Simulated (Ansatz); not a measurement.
**F₂H₃SSi₂ radical: one species, many methods**

The task here is to estimate one member of a computed series from the others.

The runs use Ansatz 0.2.0, Gaussian basis; functionals in def2-TZVPP, the program's frozen cores in correlated methods.

Plan: LDA (SPW92), PBE-D4, revPBE-D4, BLYP-D4, r2SCAN-D4, B97M-V, PBE0-D4, B3LYP-D4, r2SCANh-D4, r2SCAN0-D4, HSE06-D4, BHLYP-D4, CAM-B3LYP-D4, LC-ωPBE, ωB97X-V, ωB97M-V, B2PLYP, PBE-QIDH; CCSD(T)/def2-SVP; CCSD(T)/def2-TZVPP; MP2/def2-QZVPP; extrapolation to the limit; RPA on PBE.

### Structure used throughout

The geometry comes from an earlier relaxation with PBE0-D4 in a triple-zeta def2 set; it is a stationary point, not always the lowest conformer.

SMILES `F[SiH](F)S[SiH2]`, 8 atoms, charge 0, spin multiplicity 2.

Atoms are counted from 1 here; the program's logs count them from 0.

Bond lengths: F1–Si2 1.586 Å, Si2–F3 1.584 Å, Si2–S4 2.104 Å, Si2–H6 1.470 Å, S4–Si5 2.148 Å, Si5–H7 1.488 Å, Si5–H8 1.486 Å. Angles: F1–Si2–F3 105.8°, F1–Si2–S4 110.9°, F1–Si2–H6 109.7°, F3–Si2–S4 111.4°, F3–Si2–H6 109.0°, S4–Si2–H6 109.9°, Si2–S4–Si5 99.4°, S4–Si5–H7 111.3°, S4–Si5–H8 104.8°, H7–Si5–H8 111.1°.

The first run:

in.yaml reads:

```yaml
crystal:
  periodic: [false, false, false]
  atoms:
    - {symbol: F, position_ang: [-0.107672, 1.909788, -0.126208]}
    - {symbol: Si, position_ang: [-0.173566, 0.899042, 1.093975]}
    - {symbol: F, position_ang: [1.284067, 0.875991, 1.713562]}
    - {symbol: S, position_ang: [-0.766806, -1.015214, 0.453521]}
    - {symbol: Si, position_ang: [0.511421, -1.223280, -1.259559]}
    - {symbol: H, position_ang: [-1.114650, 1.403722, 2.104070]}
    - {symbol: H, position_ang: [0.125853, -0.274566, -2.338793]}
    - {symbol: H, position_ang: [0.333552, -2.632584, -1.696466]}
basis:
  gaussian: {orbitals: def2-TZVPP}
magnetization: {spin_polarized: true, initial_magnetization: 1}
hamiltonian: {xc: lda}
output: {orbitals: {seedname: orbitals}}
```

Run with:

```console
$ ansatz run in.yaml --threads 4 --pin off --events-out ev --progress --plain --max-ram 10444MiB
```

Among the steps run: LDA; PBE-D4 (GGA); revPBE-D4 (GGA); BLYP-D4 (GGA); r2SCAN-D4 (meta-GGA); B97M-V (meta-GGA); PBE0-D4 (hybrid); B3LYP-D4 (hybrid); r2SCANh-D4 (hybrid); r2SCAN0-D4 (hybrid); HSE06-D4 (hybrid); BHLYP-D4 (hybrid); CAM-B3LYP-D4 (range-separated); LC-ωPBE (range-separated); ωB97X-V (range-separated); ωB97M-V (range-separated); B2PLYP (double hybrid); PBE-QIDH (double hybrid).

One table of the session follows, with a row left open; its other results are not shown here.

It belongs to the step «Orbital energies across the functionals». 

```
  functional  HOMO (eV)  LUMO (eV)  gap (eV)
 LDA (SPW92)      -5.33      -4.23      1.10
      PBE-D4      -5.36      -3.81      1.55
   revPBE-D4          ?          ?         ?
     BLYP-D4      -5.13      -3.81      1.32
   r2SCAN-D4      -5.71      -3.38      2.34
      B97M-V      -5.49      -3.98      1.50
     PBE0-D4      -6.48      -2.92      3.56
    B3LYP-D4      -6.19      -3.29      2.90
  r2SCANh-D4      -6.12      -3.08      3.04
  r2SCAN0-D4      -6.73      -2.65      4.08
    HSE06-D4      -6.08      -3.30      2.78
    BHLYP-D4      -7.40      -2.13      5.27
CAM-B3LYP-D4      -7.66      -2.03      5.63
     LC-ωPBE      -9.10      -0.64      8.46
     ωB97X-V      -8.59      -1.18      7.41
     ωB97M-V      -8.22      -1.32      6.91
```

**Question.** Estimate the row for revPBE-D4.

As computed: HOMO (eV): -5.34; LUMO (eV): -3.66; gap (eV): 1.68. In the column «HOMO (eV)» it lies between PBE-D4 (-5.36) and LDA (SPW92) (-5.33).
